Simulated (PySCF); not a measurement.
# The bond of SnN−, level by level, part 1 of 2

Aim: find the lowest electronic state of SnN−, scan its bond at several levels of theory, and get bond length, wavenumber and dissociation energy from each curve.

Computed with PySCF 2.14.0. Level: Sn def2-TZVPPD with ECP28, N def2-TZVPPD, scalar-relativistic core potentials.

3 further runs of the same task are left out: 3 set aside as unsound or not needed.

### Step 1. Input

A driver script around PySCF takes these settings:

```json
{
  "atoms": "Sn, N",
  "charge": "-1",
  "basis": "Sn def2-TZVPPD with ECP28, N def2-TZVPPD",
  "Hamiltonian": "scalar-relativistic core potentials",
  "basis functions": "93",
  "electrons treated": "30",
  "masses in u": "119.9022, 14.0031",
  "levels": "PBE0, PBE, r²SCAN, TPSS, M06, MN15, BHandHLYP, r²SCANh, HSE06, HF, MP2, SCS-MP2, CCSD, CCSD(T)",
  "grid": "80 radial by 434 angular points",
  "occupations": "held fixed by the projection of orbital angular momentum",
  "dissociation limit": "Sn− + N, each in its ground configuration",
  "starting distance in angstrom": "2.105",
  "values of 2S to try": "0, 2, 4"
}
```

Command:

```console
> OMP_NUM_THREADS=2 python dia.py task.json out
```

After the search, every level is run at each distance in turn; below they are sorted by level.

### Step 2. State search with unrestricted PBE0

At the starting distance of 2.105 Å the search finds these solutions (others can lie among them):

| 2Ms+1 | unpaired | term | E (eV) | ⟨S²⟩ | ⟨Lz²⟩ | μ (D) |
| --- | --- | --- | --- | --- | --- | --- |
| 1 | none | ¹Σ⁺ | 0.00 | 0.00 | 0.00 | -5.57 |

1 of 14 solutions are listed, lowest first. Solutions whose top level lies above zero are left out, so the zero of the table need not be the lowest of all.

A term symbol stands only where ⟨S²⟩ and ⟨Lz²⟩ are near those of a pure state. A positive dipole points from Sn to N; in an ion it is taken about the centre of mass and does not tell which atom is negative.

The most promising solutions are followed along the bond (rough minima from three points):

| 2Ms+1 | unpaired | R at minimum (Å) | energy at minimum (eV) |
| --- | --- | --- | --- |
| 1 | none | 1.87 | 0.00 |

The search made 18 SCF attempts at the starting distance; with the short scans it took 60 s of wall time (2 threads of Intel Xeon 6975P-C (Granite Rapids), shared host).

### Step 3. The PBE0 curve of the state that the search chose

State followed: ¹Σ⁺ (singlet), closed shell. The scan is laid around 1.870 Å.

Output of the SCF at 1.870 Å:

```text
******** <class 'pyscf.dft.uks_symm.SymAdaptedUKS'> ********
method = SymAdaptedUKS
initial guess = minao
damping factor = 0
level_shift factor = 0
DIIS = <class 'pyscf.scf.diis.CDIIS'>
diis_start_cycle = 1
diis_space = 10
diis_damp = 0
SCF conv_tol = 1e-09
SCF conv_tol_grad = None
SCF max_cycles = 60
direct_scf = False
max_memory 4900 MB (current use 834 MB)
number electrons alpha = 15  beta = 15
XC library pyscf.dft.libxc version 7.0.0
    S. Lehtola, C. Steigemann, M. J.T. Oliveira, and M. A.L. Marques.,  SoftwareX 7, 1–5 (2018)
XC functionals = PBE0
    C. Adamo and V. Barone.,  J. Chem. Phys. 110, 6158 (1999)
    M. Ernzerhof and G. E. Scuseria.,  J. Chem. Phys. 110, 5029 (1999)
small_rho_cutoff = 0
Overwritten attributes  get_k get_hcore get_j get_jk get_occ  of <class 'pyscf.dft.uks_symm.SymAdaptedUKS'>
<class 'pyscf.dft.uks_symm.SymAdaptedUKS'> does not have attributes  refdm
Set gradient conv threshold to 3.16228e-05
init E= -268.968730198465
cycle= 1 E= -268.978234165182  delta_E= -0.0095  |g|= 0.0375  |ddm|= 0.124
cycle= 2 E= -268.969215633904  delta_E= 0.00902  |g|= 0.138  |ddm|= 0.136
cycle= 3 E= -268.978688396794  delta_E= -0.00947  |g|= 0.025  |ddm|= 0.125
cycle= 4 E= -268.97897255078  delta_E= -0.000284  |g|= 0.00251  |ddm|= 0.0226
cycle= 5 E= -268.978974059528  delta_E= -1.51e-06  |g|= 0.001  |ddm|= 0.00242
cycle= 6 E= -268.978974581813  delta_E= -5.22e-07  |g|= 8.99e-05  |ddm|= 0.00121
cycle= 7 E= -268.978974584341  delta_E= -2.53e-09  |g|= 3.38e-05  |ddm|= 0.000156
cycle= 8 E= -268.978974585038  delta_E= -6.97e-10  |g|= 7.66e-06  |ddm|= 4.59e-05
Extra cycle  E= -268.978974584345  delta_E= 6.93e-10  |g|= 3.74e-05  |ddm|= 4.11e-05
converged SCF energy = -268.978974584345  <S^2> = -1.4210855e-14  2S+1 = 1
```

Points of the scan, energies from the lowest:

```
 R (Å)  E (eV)  μ (D)  Mulliken charge of Sn (e)  Mayer bond order  ⟨S²⟩  HOMO (eV)  LUMO (eV)
1.6082  1.7472  -3.55                      -0.32              2.94  0.00      -0.37       3.97
1.6830  0.7769  -3.94                      -0.34              2.93  0.00      -0.52       3.85
1.7578  0.2430  -4.28                      -0.36              2.91  0.00      -0.63       3.71
1.8139  0.0537  -4.52                      -0.38              2.91  0.00      -0.70       3.61
1.8700  0.0000  -4.75                      -0.39              2.90  0.00      -0.76       3.50
1.9261  0.0504  -4.96                      -0.39              2.90  0.00      -0.68       3.39
2.0009  0.2368  -5.23                      -0.41              2.90  0.00      -0.58       3.24
2.0944  0.5997  -5.54                      -0.42              2.90  0.00      -0.48       3.06
2.2066  1.1453  -5.89                      -0.43              2.90  0.00      -0.37       2.85
2.3562  1.9498  -6.32                      -0.45              2.91  0.00      -0.27       2.58
```

Constants from the curve: Re = 1.868 Å, ωe = 848 cm⁻¹, ωexe = 3.18 cm⁻¹, αe = 0.00210 cm⁻¹, Be = 0.3851 cm⁻¹, De = 3.47 eV, μ = -4.74 D.

Orbitals nearest the gap at 1.870 Å:

| spin | orbital | ε (eV) | filled | made of |
| --- | --- | --- | --- | --- |
| both | δ | -21.98 | yes | Sn d 100 % |
| both | π | -21.76 | yes | Sn d 100 % |
| both | π | -21.76 | yes | Sn d 100 % |
| both | σ | -13.38 | yes | N s 77 %, Sn s 12 % |
| both | σ | -5.11 | yes | Sn s 75 %, N p 12 %, N s 10 % |
| both | π | -0.77 | yes | N p 60 %, Sn p 38 % |
| both | π | -0.77 | yes | N p 60 %, Sn p 38 % |
| both | σ | -0.76 | yes | N p 46 %, Sn p 36 %, N s 9 % |
| both | π | 3.50 | no | Sn p 59 %, N p 25 %, Sn d 16 % |
| both | π | 3.50 | no | Sn p 59 %, N p 25 %, Sn d 16 % |
| both | σ | 4.15 | no | diffuse, shares unclear |

Polarisability there: 105.5 bohr³ along the bond, 79.3 across it.

### Step 4. Orbitals, density and potential

The fields below are evaluated on a grid from the run's orbitals.

Frontier orbitals at PBE0, with the share of their density that lies nearest to each atom:

```
orbital  energy (eV)            lies on
 HOMO-1        -0.77  N2 70 %; Sn1 30 %
   HOMO        -0.76  N2 61 %; Sn1 39 %
   LUMO         3.50  Sn1 72 %; N2 28 %
```

ELF in a plane through or near 2 of the atoms.

Ten even steps from ' ' (0.00) to '@' (0.92):
```
        ....::::::::::::::::::......                    
    ..::----==========--------::::....                  
  ..--==++******++++==========----::::....              
..--++**########****++++++========----::::....          
::==**##%%%%%%####**++++++==========----::::....        
==**%%%%%%%%%%##++==----====++++++++++++====--::..      
**%%%%@@@@%%##++--::::::::--++**########****++--::..    
##%%@@@@@@%%++----++++==--::++%%%%%%%%@@%%%%**==--::..  
##@@@@@@@@##==--++%%####**::++%%##++##@@@@@@%%**----..  
%%@@@@@@@@##----##==..**##::++%%==##**@@@@@@%%**==--..  
%%@@@@@@@@##----##==  ####::++%%==**++@@@@@@%%**==--..  
##@@@@@@@@##----++%%####**::++%%##==##@@@@@@%%**----..  
##%%@@@@@@%%++----++++==--::++%%%%%%%%@@%%%%**==--::..  
**%%%%@@@@%%##++--::::::::--++**########****++--::..    
==**%%%%%%%%%%##++==----====++++++++++++====--::..      
::==**##%%%%%%####**++++++==========----::::....        
..--++**########****++++++========----::::....          
  ..--==++******++++==========----::::....              
    ..::----==========--------::::....                  
        ....::::::::::::::::::......                    
```
The map spans 7.1 Å across and 5.2 Å up, centred on the molecule. Atoms in the plane (x, y in Å): Sn1 (-0.9, 0.0), N2 (0.9, 0.0).

log10 of the density (e/Å³) in the same plane.

Ten even steps from ' ' (-4.0) to '@' (2.3):
```
........::::::::::::::::::::::::::::::........          
....::::::::--------------------::::::::::::....        
..::::::------------------------------::::::::......    
::::::--------====================----------::::......  
::::--------==========================--------::::....  
::::----========++++++++++================------::::....
::------====++++++++**++++++++++++++++++====----::::....
::----====++++++**####****++++********++++++==----::::..
----======++++**##%%%%%%##********####**++++==------::..
----======++****##%%##%%%%****####@@%%****++====----::..
----======++****##%%##%%%%****####@@%%****++====----::..
----======++++**##%%%%%%##********####**++++==------::..
::----====++++++**####****++++********++++++==----::::..
::------====++++++++**++++++++++++++++++====----::::....
::::----========++++++++++================------::::....
::::--------==========================--------::::....  
::::::--------====================----------::::......  
..::::::------------------------------::::::::......    
....::::::::--------------------::::::::::::....        
........::::::::::::::::::::::::::::::........          
```
The map spans 7.1 Å across and 5.2 Å up, centred on the molecule. Atoms in the plane (x, y in Å): Sn1 (-0.9, 0.0), N2 (0.9, 0.0).

On the surface of density 0.002 e/bohr³ the electrostatic potential runs, from the 1st to the 99th percentile, from -6.59 V near N2 to -4.11 V near Sn1.

Core electrons inside the core potentials are missing from the density.

### Step 5. PBE (GGA)

Output of the SCF at 1.870 Å:

```text
[... 13 set-up lines left out, the same as in an earlier log ...]
max_memory 4900 MB (current use 897 MB)
[... 3 set-up lines left out, the same as in an earlier log ...]
XC functionals = PBE
    J. P. Perdew, K. Burke, and M. Ernzerhof.,  Phys. Rev. Lett. 77, 3865 (1996)
    J. P. Perdew, K. Burke, and M. Ernzerhof.,  Phys. Rev. Lett. 78, 1396 (1997)
    J. P. Perdew, K. Burke, and M. Ernzerhof.,  Phys. Rev. Lett. 77, 3865 (1996)
    J. P. Perdew, K. Burke, and M. Ernzerhof.,  Phys. Rev. Lett. 78, 1396 (1997)
[... 2 set-up lines left out, the same as in an earlier log ...]
init E= -268.990322389899
cycle= 1 E= -268.989675521958  delta_E= 0.000647  |g|= 0.0695  |ddm|= 0.293
cycle= 2 E= -268.854067677017  delta_E= 0.136  |g|= 0.509  |ddm|= 0.467
cycle= 3 E= -268.991138834806  delta_E= -0.137  |g|= 0.0507  |ddm|= 0.37
cycle= 4 E= -268.992558617208  delta_E= -0.00142  |g|= 0.00966  |ddm|= 0.0407
cycle= 5 E= -268.992609392636  delta_E= -5.08e-05  |g|= 0.00127  |ddm|= 0.00764
cycle= 6 E= -268.992609919558  delta_E= -5.27e-07  |g|= 0.000743  |ddm|= 0.00154
cycle= 7 E= -268.992610190929  delta_E= -2.71e-07  |g|= 0.000237  |ddm|= 0.000425
cycle= 8 E= -268.992610222164  delta_E= -3.12e-08  |g|= 4.74e-05  |ddm|= 0.000148
cycle= 9 E= -268.992610223429  delta_E= -1.26e-09  |g|= 2.82e-06  |ddm|= 4.74e-05
cycle= 10 E= -268.992610223432  delta_E= -3.52e-12  |g|= 9.85e-08  |ddm|= 2.13e-06
Extra cycle  E= -268.992610223433  delta_E= -4.55e-13  |g|= 3.82e-07  |ddm|= 7.4e-07
converged SCF energy = -268.992610223433  <S^2> = -1.9539925e-14  2S+1 = 1
```

Re = 1.898 Å, ωe = 782 cm⁻¹, ωexe = 3.31 cm⁻¹, αe = 0.00224 cm⁻¹, Be = 0.3731 cm⁻¹, De = 4.45 eV, μ = -4.34 D.

### Step 6. r²SCAN (meta-GGA)

Log of the SCF at 1.870 Å:

```text
[... 17 set-up lines left out, the same as in an earlier log ...]
XC functionals = R2SCAN
    J. W. Furness, A. D. Kaplan, J. Ning, J. P. Perdew, and J. Sun.,  J. Phys. Chem. Lett. 11, 8208-8215 (2020)
    J. W. Furness, A. D. Kaplan, J. Ning, J. P. Perdew, and J. Sun.,  J. Phys. Chem. Lett. 11, 9248-9248 (2020)
    J. W. Furness, A. D. Kaplan, J. Ning, J. P. Perdew, and J. Sun.,  J. Phys. Chem. Lett. 11, 8208-8215 (2020)
    J. W. Furness, A. D. Kaplan, J. Ning, J. P. Perdew, and J. Sun.,  J. Phys. Chem. Lett. 11, 9248-9248 (2020)
[... 2 set-up lines left out, the same as in an earlier log ...]
init E= -269.094741739906
cycle= 1 E= -269.09484439133  delta_E= -0.000103  |g|= 0.0371  |ddm|= 0.154
cycle= 2 E= -269.059968276067  delta_E= 0.0349  |g|= 0.258  |ddm|= 0.204
cycle= 3 E= -269.095544463747  delta_E= -0.0356  |g|= 0.0147  |ddm|= 0.174
cycle= 4 E= -269.095659372131  delta_E= -0.000115  |g|= 0.00323  |ddm|= 0.0135
cycle= 5 E= -269.095665385663  delta_E= -6.01e-06  |g|= 0.000372  |ddm|= 0.00332
cycle= 6 E= -269.095665448012  delta_E= -6.23e-08  |g|= 0.000145  |ddm|= 0.000398
cycle= 7 E= -269.095665460534  delta_E= -1.25e-08  |g|= 2e-05  |ddm|= 0.00023
cycle= 8 E= -269.095665460787  delta_E= -2.53e-10  |g|= 7.08e-06  |ddm|= 4.88e-05
Extra cycle  E= -269.095665459437  delta_E= 1.35e-09  |g|= 5.1e-05  |ddm|= 4.58e-05
converged SCF energy = -269.095665459437  <S^2> = -5.3290705e-15  2S+1 = 1
```

Re = 1.880 Å, ωe = 822 cm⁻¹, ωexe = 3.28 cm⁻¹, αe = 0.00217 cm⁻¹, Be = 0.3803 cm⁻¹, De = 3.56 eV, μ = -4.44 D. 39 s of CPU time for 12 points, integrals apart.

### Step 7. TPSS (meta-GGA)

Log of the SCF at 1.870 Å:

```text
[... 13 set-up lines left out, the same as in an earlier log ...]
max_memory 4900 MB (current use 898 MB)
[... 3 set-up lines left out, the same as in an earlier log ...]
XC functionals = TPSS
    J. Tao, J. P. Perdew, V. N. Staroverov, and G. E. Scuseria.,  Phys. Rev. Lett. 91, 146401 (2003)
    J. P. Perdew, J. Tao, V. N. Staroverov, and G. E. Scuseria.,  J. Chem. Phys. 120, 6898 (2004)
    J. Tao, J. P. Perdew, V. N. Staroverov, and G. E. Scuseria.,  Phys. Rev. Lett. 91, 146401 (2003)
    J. P. Perdew, J. Tao, V. N. Staroverov, and G. E. Scuseria.,  J. Chem. Phys. 120, 6898 (2004)
[... 2 set-up lines left out, the same as in an earlier log ...]
init E= -268.969151476046
cycle= 1 E= -268.969650834157  delta_E= -0.000499  |g|= 0.044  |ddm|= 0.194
cycle= 2 E= -268.931541600044  delta_E= 0.0381  |g|= 0.269  |ddm|= 0.241
cycle= 3 E= -268.970462784325  delta_E= -0.0389  |g|= 0.0258  |ddm|= 0.205
cycle= 4 E= -268.970633680604  delta_E= -0.000171  |g|= 0.0112  |ddm|= 0.0319
cycle= 5 E= -268.970706508043  delta_E= -7.28e-05  |g|= 0.00043  |ddm|= 0.00899
cycle= 6 E= -268.970706596498  delta_E= -8.85e-08  |g|= 0.000154  |ddm|= 0.00112
cycle= 7 E= -268.970706605858  delta_E= -9.36e-09  |g|= 3.5e-05  |ddm|= 0.000165
cycle= 8 E= -268.970706606449  delta_E= -5.91e-10  |g|= 1.55e-05  |ddm|= 5.46e-05
Extra cycle  E= -268.970706598107  delta_E= 8.34e-09  |g|= 0.000127  |ddm|= 0.000107
converged SCF energy = -268.970706598107  <S^2> = -1.2434498e-14  2S+1 = 1
```

Re = 1.894 Å, ωe = 794 cm⁻¹, ωexe = 3.26 cm⁻¹, αe = 0.00220 cm⁻¹, Be = 0.3747 cm⁻¹, De = 4.05 eV, μ = -4.34 D. 36 s of CPU time for 12 points, integrals apart.

### Step 8. M06 (hybrid meta-GGA)

Output of the SCF at 1.870 Å:

```text
[... 17 set-up lines left out, the same as in an earlier log ...]
XC functionals = M06
    Y. Zhao and D. G. Truhlar.,  Theor. Chem. Acc. 120, 215 (2008)
    Y. Zhao and D. G. Truhlar.,  Theor. Chem. Acc. 120, 215 (2008)
[... 2 set-up lines left out, the same as in an earlier log ...]
init E= -269.086719197211
cycle= 1 E= -269.084821867077  delta_E= 0.0019  |g|= 0.0906  |ddm|= 0.533
cycle= 2 E= -268.96349865993  delta_E= 0.121  |g|= 0.484  |ddm|= 0.482
cycle= 3 E= -269.08899574313  delta_E= -0.125  |g|= 0.00739  |ddm|= 0.422
cycle= 4 E= -269.089035757815  delta_E= -4e-05  |g|= 0.00345  |ddm|= 0.023
cycle= 5 E= -269.089040986817  delta_E= -5.23e-06  |g|= 0.00167  |ddm|= 0.0105
cycle= 6 E= -269.089042550695  delta_E= -1.56e-06  |g|= 0.000444  |ddm|= 0.00532
cycle= 7 E= -269.089042682642  delta_E= -1.32e-07  |g|= 7.67e-05  |ddm|= 0.00252
cycle= 8 E= -269.089042686855  delta_E= -4.21e-09  |g|= 4.47e-05  |ddm|= 0.00029
cycle= 9 E= -269.08904268828  delta_E= -1.43e-09  |g|= 6.41e-06  |ddm|= 0.00018
cycle= 10 E= -269.089042688314  delta_E= -3.39e-11  |g|= 2.94e-06  |ddm|= 4.42e-05
Extra cycle  E= -269.089042688267  delta_E= 4.75e-11  |g|= 1.03e-05  |ddm|= 1.52e-05
converged SCF energy = -269.089042688267  <S^2> = -1.2434498e-14  2S+1 = 1
```

Re = 1.882 Å, ωe = 827 cm⁻¹, ωexe = 3.21 cm⁻¹, αe = 0.00211 cm⁻¹, Be = 0.3794 cm⁻¹, De = 4.18 eV, μ = -4.85 D.

### Step 9. MN15

Output of the SCF at 1.870 Å:

```text
[... 13 set-up lines left out, the same as in an earlier log ...]
max_memory 4900 MB (current use 899 MB)
[... 3 set-up lines left out, the same as in an earlier log ...]
XC functionals = MN15
    H. S. Yu, X. He, S. L. Li, and D. G. Truhlar.,  Chem. Sci. 7, 5032-5051 (2016)
    H. S. Yu, X. He, S. L. Li, and D. G. Truhlar.,  Chem. Sci. 7, 5032-5051 (2016)
[... 2 set-up lines left out, the same as in an earlier log ...]
init E= -268.508153551346
cycle= 1 E= -268.515752201176  delta_E= -0.0076  |g|= 0.134  |ddm|= 0.556
cycle= 2 E= -268.511505605853  delta_E= 0.00425  |g|= 0.156  |ddm|= 0.308
cycle= 3 E= -268.511017326828  delta_E= 0.000488  |g|= 0.135  |ddm|= 0.217
cycle= 4 E= -268.519986475187  delta_E= -0.00897  |g|= 0.00305  |ddm|= 0.0963
cycle= 5 E= -268.519991883413  delta_E= -5.41e-06  |g|= 0.00202  |ddm|= 0.00946
cycle= 6 E= -268.519994484667  delta_E= -2.6e-06  |g|= 0.000485  |ddm|= 0.00541
cycle= 7 E= -268.519994693836  delta_E= -2.09e-07  |g|= 9.52e-05  |ddm|= 0.00217
cycle= 8 E= -268.519994711397  delta_E= -1.76e-08  |g|= 2.76e-05  |ddm|= 0.000955
cycle= 9 E= -268.519994712743  delta_E= -1.35e-09  |g|= 6.03e-06  |ddm|= 0.000343
cycle= 10 E= -268.519994712797  delta_E= -5.45e-11  |g|= 1.74e-06  |ddm|= 8.21e-05
Extra cycle  E= -268.519994712778  delta_E= 1.94e-11  |g|= 6.77e-06  |ddm|= 1.18e-05
converged SCF energy = -268.519994712778  <S^2> = -1.4210855e-14  2S+1 = 1
```

Re = 1.864 Å, ωe = 862 cm⁻¹, ωexe = 3.16 cm⁻¹, αe = 0.00206 cm⁻¹, Be = 0.3868 cm⁻¹, De = 3.73 eV, μ = -4.88 D.

### Step 10. BHandHLYP

Log of the SCF at 1.870 Å:

```text
[... 17 set-up lines left out, the same as in an earlier log ...]
XC functionals = BHANDHLYP
    A. D. Becke.,  J. Chem. Phys. 98, 1372 (1993)
    Defined through Gaussian implementation.
[... 2 set-up lines left out, the same as in an earlier log ...]
init E= -268.921423384169
cycle= 1 E= -268.921945440492  delta_E= -0.000522  |g|= 0.039  |ddm|= 0.133
cycle= 2 E= -268.913919614315  delta_E= 0.00803  |g|= 0.132  |ddm|= 0.128
cycle= 3 E= -268.922785451917  delta_E= -0.00887  |g|= 0.00492  |ddm|= 0.111
cycle= 4 E= -268.92279445214  delta_E= -9e-06  |g|= 0.00182  |ddm|= 0.00909
cycle= 5 E= -268.922797089629  delta_E= -2.64e-06  |g|= 0.000417  |ddm|= 0.00722
cycle= 6 E= -268.922797364413  delta_E= -2.75e-07  |g|= 0.000231  |ddm|= 0.00265
cycle= 7 E= -268.922797408945  delta_E= -4.45e-08  |g|= 6e-05  |ddm|= 0.000926
cycle= 8 E= -268.922797411393  delta_E= -2.45e-09  |g|= 1.24e-05  |ddm|= 0.000144
cycle= 9 E= -268.922797411509  delta_E= -1.16e-10  |g|= 1.2e-06  |ddm|= 2.6e-05
Extra cycle  E= -268.922797411506  delta_E= 3.87e-12  |g|= 2.83e-06  |ddm|= 6.6e-06
converged SCF energy = -268.922797411506  <S^2> = -8.8817842e-15  2S+1 = 1
```

Re = 1.854 Å, ωe = 890 cm⁻¹, ωexe = 3.09 cm⁻¹, αe = 0.00200 cm⁻¹, Be = 0.3912 cm⁻¹, De = 2.80 eV, μ = -5.18 D.

### Step 11. r²SCANh (hybrid meta-GGA)

Output of the SCF at 1.870 Å:

```text
[... 17 set-up lines left out, the same as in an earlier log ...]
XC functionals = HYB_MGGA_XC_R2SCANH
    M. Bursch, H. Neugebauer, S. Ehlert, and S. Grimme.,  J. Chem. Phys. 156, 134105 (2022)
[... 2 set-up lines left out, the same as in an earlier log ...]
init E= -269.074343150398
cycle= 1 E= -269.074591655192  delta_E= -0.000249  |g|= 0.0186  |ddm|= 0.115
cycle= 2 E= -269.06979216121  delta_E= 0.0048  |g|= 0.0973  |ddm|= 0.0849
cycle= 3 E= -269.074746182927  delta_E= -0.00495  |g|= 0.00698  |ddm|= 0.0724
cycle= 4 E= -269.074763847161  delta_E= -1.77e-05  |g|= 0.000975  |ddm|= 0.0101
cycle= 5 E= -269.07476437544  delta_E= -5.28e-07  |g|= 0.000204  |ddm|= 0.00101
cycle= 6 E= -269.074764384895  delta_E= -9.46e-09  |g|= 0.000114  |ddm|= 0.000213
cycle= 7 E= -269.074764392501  delta_E= -7.61e-09  |g|= 1.19e-05  |ddm|= 0.000115
cycle= 8 E= -269.074764392587  delta_E= -8.61e-11  |g|= 1e-06  |ddm|= 1.76e-05
Extra cycle  E= -269.074764392586  delta_E= 1.02e-12  |g|= 1.03e-06  |ddm|= 5.92e-06
converged SCF energy = -269.074764392586  <S^2> = -7.1054274e-15  2S+1 = 1
```

Re = 1.872 Å, ωe = 841 cm⁻¹, ωexe = 3.23 cm⁻¹, αe = 0.00213 cm⁻¹, Be = 0.3838 cm⁻¹, De = 3.27 eV, μ = -4.59 D. 41 s of CPU time for 12 points, integrals apart.

### Step 12. HSE06 (range-separated hybrid)

Log of the SCF at 1.870 Å:

```text
[... 17 set-up lines left out, the same as in an earlier log ...]
XC functionals = HSE06
    J. Heyd, G. E. Scuseria, and M. Ernzerhof.,  J. Chem. Phys. 118, 8207 (2003)
    J. Heyd, G. E. Scuseria, and M. Ernzerhof.,  J. Chem. Phys. 124, 219906 (2006)
    A. V. Krukau, O. A. Vydrov, A. F. Izmaylov, and G. E. Scuseria.,  J. Chem. Phys. 125, 224106 (2006)
[... 2 set-up lines left out, the same as in an earlier log ...]
init E= -268.98492174732
cycle= 1 E= -268.984948957383  delta_E= -2.72e-05  |g|= 0.00357  |ddm|= 0.034
cycle= 2 E= -268.984718173497  delta_E= 0.000231  |g|= 0.0211  |ddm|= 0.0226
cycle= 3 E= -268.984955417124  delta_E= -0.000237  |g|= 0.00193  |ddm|= 0.0155
cycle= 4 E= -268.984957155619  delta_E= -1.74e-06  |g|= 0.000699  |ddm|= 0.0018
cycle= 5 E= -268.984957430431  delta_E= -2.75e-07  |g|= 6.94e-05  |ddm|= 0.000657
cycle= 6 E= -268.984957433016  delta_E= -2.59e-09  |g|= 1.88e-05  |ddm|= 6.62e-05
cycle= 7 E= -268.984957433191  delta_E= -1.74e-10  |g|= 8.47e-07  |ddm|= 3.11e-05
Extra cycle  E= -268.984957433191  delta_E= 1.14e-13  |g|= 6.66e-07  |ddm|= 5.6e-06
converged SCF energy = -268.984957433191  <S^2> = -8.8817842e-15  2S+1 = 1
```

Re = 1.872 Å, ωe = 841 cm⁻¹, ωexe = 3.21 cm⁻¹, αe = 0.00212 cm⁻¹, Be = 0.3838 cm⁻¹, De = 3.52 eV, μ = -4.72 D.

(Continued in part 2 of 2.)
